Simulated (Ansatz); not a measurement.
# LaZn: a single-point run

Wanted: a converged single-point run for LaZn, and a check of what comes out. The structure is shown as the input types it.

Method: DFT, PBEsol, PAW with Ansatz's default frozen-core files, fully relativistic files with spin-orbit coupling; levels and slopes on a fine mesh, in Ansatz 0.2.0.

**1. The system as given**

The structure is cubic, space group Pm-3m (No. 221). The conventional cell has a = 3.696 Å, b = 3.696 Å, c = 3.696 Å, α = 90.00°, β = 90.00°, γ = 90.00°. La (site symmetry m-3m) is surrounded by 8 Zn at 3.20 Å. Zn (site symmetry m-3m) is surrounded by 8 La at 3.20 Å.

Structure file:

```
CELL_PARAMETERS angstrom
3.69593 0.00000 0.00000
0.00000 3.69593 0.00000
0.00000 0.00000 3.69593
ATOMIC_POSITIONS crystal
La 0.50000 0.50000 0.50000
Zn 0.00000 0.00000 0.00000
```

**2. The run**

input.yaml reads:

```yaml
crystal:
  lattice:
    - [3.69593486813, 0.0, 0.0]
    - [0.0, 3.69593486813, 0.0]
    - [0.0, 0.0, 3.69593486813]
  atoms:
    - { symbol: La, position: [0.5, 0.5, 0.5] }
    - { symbol: Zn, position: [0.0, 0.0, 0.0] }
kpoints:
  mp_grid: { grid: [8, 8, 8] }
scf:
  occupations: { method: fermi_dirac, width: 2.0 }
  max_iter: 100
hamiltonian:
  xc: pbesol
  pseudopotentials: { kind: paw_fr }
magnetization:
  noncollinear: true
  spin_orbit: true
output:
  forces: true
  stress: true
  eigenvalues: true
  eigenstates:
    nscf_kmesh: { grid: [12, 12, 12] }
    de_dk: true
    e_range: [-14, 14]
checkpoint:
  write: ck
  write_wavefunctions: false
```

The run is started by

```sh
ansatz run input.yaml --threads 1 --pin off --max-ram 3072MiB --backend cpu --events-out ev --progress --plain --runs-dir out
```

Q: Will this input give a usable result? If not, why, and what should change?

The run converged and reported no error. It gives a pressure of 16 GPa, which is large; a structure far from rest gives such values too, whatever the setting.

The suspect setting: scf.occupations.width is 2.0. A smearing this wide moves electrons out of filled levels into empty ones. A Fermi-Dirac width of 2 eV is an electron temperature of 23200 K.

To check: set scf.occupations.width to 0.1.
